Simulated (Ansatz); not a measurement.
Input of an Ansatz 0.2.0 run:

File input.yaml:

```yaml
crystal:
  lattice:
    - [6.839136, -3.066006, 0.0]
    - [6.839136, 3.066006, 0.0]
    - [-6.830977, 0.0, 6.847609]
  atoms:
    - { symbol: Te, position: [0.594702, 0.594702, 0.386433] }
    - { symbol: Te, position: [0.795288, 0.795288, 0.196112] }
    - { symbol: Te, position: [0.008324, 0.008324, 0.006435] }
    - { symbol: Te, position: [0.206519, 0.206519, 0.809803] }
    - { symbol: Te, position: [0.399959, 0.399959, 0.597118] }
    - { symbol: Sb, position: [0.901708, 0.901708, 0.587873] }
    - { symbol: Sb, position: [0.11187, 0.11187, 0.417352] }
    - { symbol: Ge, position: [0.284287, 0.284287, 0.18783] }
    - { symbol: Ge, position: [0.497343, 0.497343, 0.011044] }
hamiltonian:
  xc: rpbe
  pseudopotentials: { kind: paw }
kpoints:
  mp_grid: { grid: [4, 4, 3] }
  band_path:
    path:
      - [[-0.5, -0.5, 0.5], [0.0, 0.0, 0.0], [0.0, 0.0, -0.5]]
      - [[-0.5, -0.5, 0.0], [0.0, 0.0, 0.0], [0.5, 0.0, 0.0]]
      - [[0.0, -0.5, 0.5], [0.0, 0.0, 0.0], [0.5, 0.0, -0.5]]
      - [[0.0, -0.5, 0.0], [0.0, 0.0, 0.0]]
    npoints: 10
scf:
  occupations: { method: fermi_dirac, width: 0.05 }
  n_extra_bands: 22
output:
  forces: true
  stress: true
  eigenvalues: true
  fatbands: false
```

Potentials or basis: Ansatz PAW.

Run with:

```sh
$ ansatz run input.yaml --threads 4 --pin off --max-ram 11264MiB --backend cpu --events-out ev --progress --plain --runs-dir out
```

Task: What does it give for the largest force?

Result: 0.158 eV/Å.

Task: Predict the band gap on the k mesh.

Result: 0.05 eV, direct.

Task: Estimate the pressure.

Result: 1.2 GPa.

Forces on the atoms (eV/Å):
```
Te   0.020  0.000  0.052
Te   0.066  0.000 -0.043
Te  -0.031  0.000 -0.029
Te   0.047  0.000 -0.031
Te   0.069  0.000 -0.032
Sb   0.012  0.000 -0.077
Sb   0.019  0.000  0.067
Ge  -0.156  0.000  0.028
Ge  -0.047  0.000  0.065
```

Caveat: spin-orbit coupling is left out, which moves the levels of the heavy elements; the PAW data sets come from PBE, with cores solved anew for the run's functional, which leaves a small shift of forces and pressure.
